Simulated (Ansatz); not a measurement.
# Ge2Sb: the cost of one run

Computed with Ansatz 0.2.0 (DFT PBE, scalar-relativistic, plane waves, PAW, unless a step's input says otherwise).

3 further runs of the same task are left out: 2 that didn't finish, 1 set aside as unsound or not needed.

## (1) The system as given

The structure is hexagonal, space group P6/mmm (No. 191). Conventional cell: a = 3.731 Å, b = 3.731 Å, c = 5.556 Å, α = 90.00°, β = 90.00°, γ = 120.00°. Ge (site symmetry 6mm) is surrounded by 1 Ge at 1.75 Å and 1 Sb at 1.90 Å. Sb (site symmetry 6/mmm) is surrounded by 2 Ge at 1.90 Å.

Coordinates:

```xyz
3
Lattice="3.7310 0.0000 0.0000 -1.8655 3.2311 0.0000 0.0000 0.0000 5.5563" Properties=species:S:1:pos:R:3 pbc="T T T"
Ge    0.0000    0.0000    3.6553
Ge    0.0000    0.0000    1.9009
Sb    0.0000    0.0000    0.0000
```

A structure generator made this guess: random cell by space group and Wyckoff sites (P6/mmm, No. 191). Its size is a rough estimate.

## (2) Probe: one point on a coarse mesh

Input file input.yaml:

```yaml
crystal:
  lattice:
    - [3.73095495, 0.0, 0.0]
    - [-1.86547747, 3.23110176, 0.0]
    - [0.0, 0.0, 5.55625924]
  atoms:
    - { symbol: Ge, position: [0.0, 0.0, 0.65787289] }
    - { symbol: Ge, position: [0.0, 0.0, 0.34212711] }
    - { symbol: Sb, position: [0.0, 0.0, 0.0] }
basis:
  ecutwfc: 420
kpoints:
  mp_grid: { grid: [6, 6, 4] }
hamiltonian:
  xc: pbe
scf:
  occupations: { method: gaussian, width: 0.1 }
  lower_state_search: "off"
output:
  forces: true
  stress: true
  eigenvalues: true
```

Started as:

```console
> ansatz run input.yaml --threads 1 --pin off --max-ram 2560MiB --backend cpu --events-out ev --progress --plain --runs-dir out
```

**Question.** How long does this run take on 1 thread of Intel Xeon Platinum 8488C (Sapphire Rapids), shared host, and how much memory does it need?

About 1.7 s, with a peak of 0.39 GiB.
